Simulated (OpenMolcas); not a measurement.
# V⁺: CASSCF terms and fine-structure levels

Which level of V⁺ lies lowest, and where do the others fall? The reference wave functions come first, then spin-orbit coupling.

The numbers are computed with OpenMolcas 26.06 (state-averaged CASSCF, spin-orbit coupling by RASSI with atomic mean-field integrals), except any that are marked as measured or tabulated.

1 further run of the same task is left out (set aside as unsound or not needed).

## 1. The system

- Species: V⁺ (vanadium, Z = 23, 22 electrons)
- Basis: ANO-R2 [6s4p4d2f1g], 61 functions
- Scalar Hamiltonian: X2C, finite nucleus
- Inactive shells: 1s 2s 2p 3s 3p
- Active space: 4 electrons in 6 orbitals (3d 4s)
- Some configurations of this space: 3d2 4s2, 3d3 4s, 3d4
- Orbitals: optimised for the ground-state spin in each parity, averaged over the low roots

Outer shells as boxes (Hund's rule):

3d2 4s2
```
3d [↑ ][↑ ][  ][  ][  ]
4s [↑↓]
```

3d3 4s
```
3d [↑ ][↑ ][↑ ][  ][  ]
4s [↑ ]
```

3d4
```
3d [↑ ][↑ ][↑ ][↑ ][  ]
```

Each step is its own input file, run in one work folder so that later steps find the files of earlier ones. Labels, J, g values, rates, χT and fits are worked out afterwards by a script from the matrices that RASSI stores.

## 2. One- and two-electron integrals

a.inp

```
&GATEWAY
Coord
1

V 0.0 0.0 0.0
Basis=ANO-R2
Group=XYZ
NoMove
AngMom=0.0 0.0 0.0
AMFI
&SEWARD
```

## 3. CASSCF: quintets of even parity, 15 roots

a.inp

```
&RASSCF
FileOrb=start.orb
Symmetry=1
Spin=5
nActEl=4 0 0
Inactive=3 6
Ras2=6 0
CIRoot=15 15 1
SDav=15
CIMx=300
Iter=120 100
PrWF=0.3
OrbListing=Nothing
MaxOrb=0
Atom
>>> COPY $Project.JobIph JOB001
```

start.orb holds the contracted functions of the basis, ordered by shell, or the orbitals of the step before.

## 4. CASSCF: triplets of even parity, 105 roots

a.inp

```
&RASSCF
FileOrb=start.orb
Symmetry=1
Spin=3
nActEl=4 0 0
Inactive=3 6
Ras2=6 0
CIRoot=105 105 1
SDav=105
CIMx=300
Iter=120 100
PrWF=0.3
OrbListing=Nothing
MaxOrb=0
Atom
CIOnly
>>> COPY $Project.JobIph JOB002
```

## 5. CASSCF: singlets of even parity, 105 roots

a.inp: that of step 4 with these lines changed.

```diff
@@ -3,3 +3,3 @@
 Symmetry=1
-Spin=3
+Spin=1
 nActEl=4 0 0
@@ -16,2 +16,2 @@
 CIOnly
->>> COPY $Project.JobIph JOB002
+>>> COPY $Project.JobIph JOB003
```

## 6. RASSI: spin-orbit coupling between the states

a.inp

```
&RASSI
NrOfJobIphs=3 15 80 63
1 2 3 4 5 6 7 8 9 10 11 12 13 14 15
1 2 3 4 5 6 7 8 9 10 11 12 13 14 15 16 17 18 19 20 21 22 23 24 25 26 27
28 29 30 31 32 33 34 35 36 37 38 39 40 41 42 43 44 45 46 47 48 49 50 51
52 53 54 55 56 57 58 59 60 61 62 63 64 65 66 67 68 69 70 71 72 73 74 75
76 77 78 79 80
1 2 3 4 5 6 7 8 9 10 11 12 13 14 15 16 17 18 19 20 21 22 23 24 25 26 27
28 29 30 31 32 33 34 35 36 37 38 39 40 41 42 43 44 45 46 47 48 49 50 51
52 53 54 55 56 57 58 59 60 61 62 63
IphNames
JOB001
JOB002
JOB003
EJob
SpinOrbit
DIPRint=1.0
SOCoupling=1000.0
Subsets=2
MEES
Property=10
'ANGMOM' 1 'ANGMOM' 2 'ANGMOM' 3 'MLTPL  1' 1 'MLTPL  1' 2 'MLTPL  1' 3
'AMFI' 1 'AMFI' 2 'AMFI' 3 'MLTPL  2' 6
SOProperty=3
'ANGMOM' 1 'ANGMOM' 2 'ANGMOM' 3
```

(Steps that only read results are left out.)

What does the calculation give? Wanted: lowest level; first excited level; lowest level of another term; spin-orbit lowering of the lowest level; strongest of the lines computed, by gA.

The runs gave:

| quantity | value |
| --- | --- |
| method | CASSCF |
| lowest level | 3d3 4s 5F1, 100 % of that term, g = -0.002 |
| ground level listed by NIST | 5D0 |
| first excited level | 3d3 4s 5F2 at 81.4 cm-1 |
| lowest level of another term | 3d4 5D0 at 5471 cm-1 |
| spin-orbit lowering of the lowest level | 326 cm-1 |
| strongest of the lines computed, by gA (one parity, so forbidden lines), at CASSCF energies | 3d4 3G5 → 3d3 4s 3F4(1), 583 nm, A = 4.94e-01 s⁻¹ |

What this shows: The multiplet 5F is regular; its intervals divided by the larger J differ by 2 % of their mean, where Landé's rule for pure LS coupling makes them equal. The computed levels miss the measured ones by 4500 cm⁻¹ on average. These are fine-structure levels alone, which test spin-orbit coupling more than correlation. Only the configurations of the active space and the roots asked for are present. The triplets, singlets rest on orbitals optimised for another spin in at least one step, which raises them against the optimised states. Not all states of the active space went into the spin-orbit step. Configurations with different d counts are hard to place against each other, and can be off by thousands to tens of thousands of cm-1. The lowest computed level is not the ground level that NIST lists (5D0). Only valence configurations of the active space appear, up to the ionisation limit; * or ° marks odd parity.
